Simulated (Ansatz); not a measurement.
**ClH2SbSeTe: one species, many methods**

One table from this session's results is given with a row withheld; the runs are named, their logs left out.

Computed with Ansatz 0.2.0, Gaussian basis. Level: functionals in def2-TZVPP, the program's frozen cores in correlated methods.

Plan: LDA (SPW92), PBE-D4, revPBE-D4, BLYP-D4, r2SCAN-D4, B97M-V, PBE0-D4, B3LYP-D4, r2SCANh-D4, r2SCAN0-D4, HSE06-D4, BHLYP-D4, CAM-B3LYP-D4, LC-ωPBE, ωB97X-V, ωB97M-V, B2PLYP, PBE-QIDH; CCSD(T)/def2-SVP; CCSD(T)/def2-TZVPP; MP2/def2-QZVPP; extrapolation to the limit; RPA on PBE.

### Structure used throughout

An earlier PBE0-D4 in a triple-zeta def2 set relaxation fixed the geometry. Sb, Te take the def2 core potential; no spin-orbit term is included.

6 atoms, charge 0, spin multiplicity 1.

Atoms are counted from 1 here; the program's logs count them from 0.

Bond lengths: Cl1–Sb2 2.367 Å, Sb2–Se3 2.547 Å, Sb2–Te4 2.759 Å, Se3–H5 1.473 Å, Te4–H6 1.661 Å. Angles: Cl1–Sb2–Se3 100.3°, Cl1–Sb2–Te4 92.2°, Se3–Sb2–Te4 94.5°, Sb2–Se3–H5 92.6°, Sb2–Te4–H6 89.9°.

Set-up of the first run:

Input file in.yaml:

```yaml
crystal:
  periodic: [false, false, false]
  atoms:
    - {symbol: Cl, position_ang: [-0.537685, -2.504082, 0.706605]}
    - {symbol: Sb, position_ang: [-0.321769, -0.155653, 0.909251]}
    - {symbol: Se, position_ang: [1.907485, 0.202009, -0.268852]}
    - {symbol: Te, position_ang: [-1.834424, 0.287948, -1.354844]}
    - {symbol: H, position_ang: [2.655983, 0.187451, 0.999923]}
    - {symbol: H, position_ang: [-1.827490, 1.918428, -1.038184]}
basis:
  gaussian: {orbitals: def2-TZVPP}
hamiltonian: {xc: lda}
output: {orbitals: {seedname: orbitals}}
```

Steps of the session up to this table: LDA; PBE-D4 (GGA); revPBE-D4 (GGA); BLYP-D4 (GGA); r2SCAN-D4 (meta-GGA); B97M-V (meta-GGA); PBE0-D4 (hybrid); B3LYP-D4 (hybrid); r2SCANh-D4 (hybrid); r2SCAN0-D4 (hybrid); HSE06-D4 (hybrid); BHLYP-D4 (hybrid); CAM-B3LYP-D4 (range-separated); LC-ωPBE (range-separated); ωB97X-V (range-separated); ωB97M-V (range-separated); B2PLYP (double hybrid); PBE-QIDH (double hybrid).

One table of the session follows, with a row left open; its other results are not shown here.

It belongs to the step «Frontier levels by functional». 

```
  functional  HOMO (eV)  LUMO (eV)  gap (eV)
 LDA (SPW92)      -5.83      -2.96      2.87
      PBE-D4      -5.66      -2.73      2.93
   revPBE-D4      -5.61      -2.64      2.96
     BLYP-D4      -5.48      -2.61      2.88
   r2SCAN-D4      -5.92      -2.65      3.27
      B97M-V      -5.90      -2.54      3.36
     PBE0-D4          ?          ?         ?
    B3LYP-D4      -6.45      -2.25      4.20
  r2SCANh-D4      -6.29      -2.41      3.88
  r2SCAN0-D4      -6.84      -2.04      4.80
    HSE06-D4      -6.29      -2.44      3.85
    BHLYP-D4      -7.52      -1.31      6.21
CAM-B3LYP-D4      -7.85      -1.16      6.69
     LC-ωPBE      -9.12      -0.17      8.94
     ωB97X-V      -8.81      -0.25      8.56
     ωB97M-V      -8.69      -0.38      8.31
```

Estimate the missing values for PBE0-D4.

As computed: HOMO (eV): -6.68; LUMO (eV): -2.08; gap (eV): 4.60. In the column «HOMO (eV)» it lies between r2SCAN0-D4 (-6.84) and B3LYP-D4 (-6.45).
